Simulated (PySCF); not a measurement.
**C₃H₈Ge: geometry, NMR shifts, spin-spin couplings, electronic excitations and core binding energies**

Wanted: the NMR shifts, spin-spin couplings, electronic excitations and core binding energies of C₃H₈Ge (`[GeH3][CH]1CC1`), by calculation.

Programs: PySCF 2.14.0, with density-fitted response routines of our own. Each step states its level of theory. These are calculated values for one molecule in the gas phase, unless marked as measured. Atoms count from 0, in the outputs and in this text.

### 1 Starting geometry

12 atoms, charge 0, multiplicity 1; geometry from: GFN2-xTB.

Bonds of the start (Å): Ge0–C1 1.95, C1–C2 1.50, C2–C3 1.49, C3–C1 1.50, Ge0–H4 1.50, Ge0–H5 1.49, Ge0–H6 1.50, C1–H7 1.08, C2–H8 1.08, C2–H9 1.08, C3–H10 1.08, C3–H11 1.08.

### 2 Geometry optimisation at PBE0-D3(BJ)/def2-SVP

The job: settings as JSON, then the geometry in Å.

```
{"job": {"xc": "PBE0", "basis": "def2-SVP", "d3": "d3bj", "grid": 1, "kind": "geom"}, "charge": 0, "multiplicity": 1}
Ge     1.711057     0.149115     0.035691
C     -0.097294    -0.272067    -0.559126
C     -1.128065    -0.700628     0.445967
C     -1.231124     0.642294    -0.191822
H      2.563940    -1.075502     0.137450
H      1.659157     0.787078     1.386510
H      2.398418     1.096886    -0.895439
H     -0.169809    -0.740855    -1.534053
H     -1.837889    -1.463877     0.162194
H     -0.840751    -0.743425     1.487481
H     -2.012582     0.811232    -0.918012
H     -1.013860     1.509064     0.417130
```

**Question.** This job is followed by: GIAO PBE0/pcSseg-1 NMR shielding, non-relativistic, gas phase; B3LYP/pcJ-1 Ge:pcSseg-1 indirect spin-spin coupling, non-relativistic, gas phase; TDDFT CAM-B3LYP/def2-SVPD, vertical, gas phase, core orbitals frozen in the response; GIAO PBE/pcSseg-2 NMR shielding, non-relativistic, gas phase; delta-SCF UKS SCAN, pcX-2 on the ionised atom, pcseg-1 elsewhere, spin-free X2C. What will the session give for the following? point group; rotational constants (main isotopes); 13C shifts against TMS (PBE0/pcSseg-1, means over atoms taken as alike); 1H shifts against TMS (PBE0/pcSseg-1, means over atoms taken as alike); 73Ge shifts against GeMe4 (PBE0/pcSseg-1); largest coupling of the table (B3LYP/pcSseg-1+pcJ-1); lowest singlet (CAM-B3LYP/def2-SVPD); brightest single state of those computed; lowest triplet; vertical ionisation energy (ΔSCF); C1s binding energies, SCAN/pcX-2; range of the shift of Ge0.

The runs gave:

| quantity | value |
| --- | --- |
| point group | Cs |
| rotational constants (main isotopes) | 13.84, 2.42, 2.32 GHz |
| 13C shifts against TMS (PBE0/pcSseg-1, means over atoms taken as alike) | 4.3, -6.4 ppm |
| 1H shifts against TMS (PBE0/pcSseg-1, means over atoms taken as alike) | 3.82, 0.69, 0.23, -0.21 ppm |
| 73Ge shifts against GeMe4 (PBE0/pcSseg-1) | -184 ppm |
| largest coupling of the table (B3LYP/pcSseg-1+pcJ-1) | 1J(C,H) C2–H8, 170.1 Hz |
| lowest singlet (CAM-B3LYP/def2-SVPD) | 7.83 eV (158 nm), f = 0.003 |
| brightest single state of those computed | state 6, 8.48 eV, f = 0.187 |
| lowest triplet | 7.58 eV |
| vertical ionisation energy (ΔSCF) | 10.35 eV |
| C1s binding energies, SCAN/pcX-2 | C2 290.66, C1 290.32 eV |
| range of the shift of Ge0 | -195 to -184 ppm |

In words: Relaxing lowered the energy by 0.083 eV in 3 steps; the close pair that moved most is Ge0–H5, from 1.495 to 1.543 Å. No frequency check was run at this level, so the end point may be a saddle. At PBE0/pcSseg-1: The widest tensor belongs to Ge0: span 245 ppm, with a paramagnetic part of -1241 ppm. In the run at B3LYP/pcSseg-1+pcJ-1, the largest coupling of the table is C2–H8 (mean over like pairs), 170.1 Hz, of which the Fermi-contact term gives 168.5 Hz. Couplings across rotatable bonds belong to this one conformer; where others are populated, the observed values are averages. The first singlet state (HOMO→LUMO 0.75, HOMO→LUMO+1 0.21) lies at 7.83 eV and is weak; of the 10 states computed, the strongest absorption comes from states 5 to 6 together at 8.48 eV (the last state computed is bright too, and its partners may lie past the list). The lowest triplet lies 0.25 eV below the lowest singlet (triplets in Tamm-Dancoff, singlets in full TDDFT). The orbital energy would give 9.54 eV for ionisation, ΔSCF gives 10.35 eV. The C1s levels kept as sound span 0.34 eV, from C1 (three-membered-ring carbon) up to C2 (three-membered-ring carbon). Across the 2 runs the shift of Ge0 moves most, between -195 (PBE/pcSseg-2) and -184 ppm (PBE0/pcSseg-1). Spin-orbit coupling is left out, which matters for shieldings and couplings at and beside the heavy atoms.
